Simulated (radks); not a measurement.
# Pb⁴⁺ in [Xe] 4f14 5d10: an all-electron calculation

What are the levels of the lead ion Pb4+, how large are its shells, and how does its energy divide?

Method: scalar-relativistic Kohn-Sham, LDA (Slater exchange, Perdew-Wang correlation), spin-polarised, spherical densities, finite nucleus. Code: radks (a radial shooting solver on a logarithmic mesh, Libxc functionals) version 1.

### Step 1. The atom as given

```
element            : lead (Z = 82)
charge             : +4
electrons          : 78
configuration      : [Xe] 4f14 5d10
nuclear rms radius : 5.5012 fm
```

The outer shells:

Pb⁴⁺
```
[Xe] core
4f [↑↓][↑↓][↑↓][↑↓][↑↓][↑↓][↑↓]
5d [↑↓][↑↓][↑↓][↑↓][↑↓]
```

### Step 2. Self-consistent calculation

Input:

```text
Z 82
configuration [Xe] 4f14 5d10
relativity scalar-relativistic
functional lda,pw
spin polarised
nucleus finite rms 5.5012 fm
c 137.035999084
```

Started as:

```
$ python run_ks.py task.json out
```

The same process makes all the runs of this session.

**Question.** What will this run give?

**Answer**, as computed:

| quantity | value |
| --- | --- |
| total energy | -20861.3177 hartree |
| exchange-correlation share of it | 1.79 % |
| −T/E | 1.1291 |
| highest occupied level | 5d, -61.942 eV |
| most extended occupied level | 5d up, <r> = 1.26 bohr |
| radius at density 0.001 e/bohr³ | 3.00 bohr |
| maxima of the radial density | 4 |
| ionisation energy, NIST | 68.8 (semi-emp.) eV |

What this shows: The radial density shows 4 maxima for 5 occupied principal shells; where shells overlap, one shows as a shoulder or not at all. Relativity lifts −T/E to 1.129. The top level binds by 61.942 eV, 90 % of the NIST ionisation energy of 68.8 eV. 
